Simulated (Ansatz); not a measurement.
**AlClFHS: taking an electron away**

One table from this session's results is given with a row withheld; the runs are named, their logs left out.

Computed with Ansatz 0.2.0, Gaussian basis. Level: unrestricted cation, the program's frozen cores in correlated methods.

Plan: UKS PBE-D4/def2-TZVPP; UKS r2SCAN-D4/def2-TZVPP; UKS PBE0-D4/def2-TZVPP; UKS B3LYP-D4/def2-TZVPP; UKS wB97X-V/def2-TZVPP; UKS wB97M-V/def2-TZVPP; UKS B2PLYP/def2-TZVPP; UHF-CCSD(T)/def2-TZVPP; UHF-MP2/def2-QZVPP; extrapolation to the limit; then −ε(HOMO) from the neutral's earlier runs with LDA (SPW92), PBE-D4, revPBE-D4, BLYP-D4, r2SCAN-D4, B97M-V, PBE0-D4, B3LYP-D4, r2SCANh-D4, r2SCAN0-D4, HSE06-D4, BHLYP-D4, CAM-B3LYP-D4, LC-ωPBE, ωB97X-V, ωB97M-V.

### Structure used throughout

The geometry comes from an earlier relaxation with PBE0-D4 in a triple-zeta def2 set; it is a stationary point.

5 atoms, charge 0, spin multiplicity 1.

Atoms are counted from 1 here; the program's logs count them from 0.

Bond lengths: F1–Al2 1.637 Å, Al2–S3 2.155 Å, Al2–Cl4 2.076 Å, S3–H5 1.345 Å. Angles: F1–Al2–S3 118.4°, F1–Al2–Cl4 119.2°, S3–Al2–Cl4 122.4°, Al2–S3–H5 91.8°.

Set-up of the first run:

in.yaml reads:

```yaml
crystal:
  periodic: [false, false, false]
  atoms:
    - {symbol: F, position_ang: [-1.074772, -1.532306, 1.119976]}
    - {symbol: Al, position_ang: [-0.434546, -0.368733, 0.162645]}
    - {symbol: S, position_ang: [1.608236, 0.228143, 0.503509]}
    - {symbol: Cl, position_ang: [-1.607462, 0.476178, -1.327980]}
    - {symbol: H, position_ang: [1.558343, 1.123119, -0.499550]}
basis:
  gaussian: {orbitals: def2-TZVPP}
total_charge: 1
magnetization: {spin_polarized: true, initial_magnetization: 1}
hamiltonian: {xc: pbe, dispersion: d4}
```

Among the steps run: Cation, UKS PBE-D4/def2-TZVPP; Cation, UKS r2SCAN-D4/def2-TZVPP; Cation, UKS PBE0-D4/def2-TZVPP; Cation, UKS B3LYP-D4/def2-TZVPP; Cation, UKS wB97X-V/def2-TZVPP; Cation, UKS wB97M-V/def2-TZVPP; Cation, UKS B2PLYP (frozen core)/def2-TZVPP; Cation, UHF-CCSD(T)/def2-TZVPP; Cation, UHF-MP2/def2-QZVPP.

One table of the session follows, with a row left open; its other results are not shown here.

It belongs to the step «Ionisation energies side by side». Orbital estimates, from the neutral's runs:

```
  functional  −ε(HOMO) (eV)
 LDA (SPW92)           7.22
      PBE-D4           7.07
   revPBE-D4           7.01
     BLYP-D4           6.88
   r2SCAN-D4           7.37
      B97M-V              ?
     PBE0-D4           8.31
    B3LYP-D4           8.04
  r2SCANh-D4           7.82
  r2SCAN0-D4           8.50
    HSE06-D4           7.91
    BHLYP-D4           9.37
CAM-B3LYP-D4           9.62
     LC-ωPBE          11.06
     ωB97X-V          10.67
     ωB97M-V          10.49
```

**Question.** Estimate the row for B97M-V.

As computed: −ε(HOMO) (eV): 7.41. In the column «−ε(HOMO) (eV)» it lies between r2SCAN-D4 (7.37) and r2SCANh-D4 (7.82).
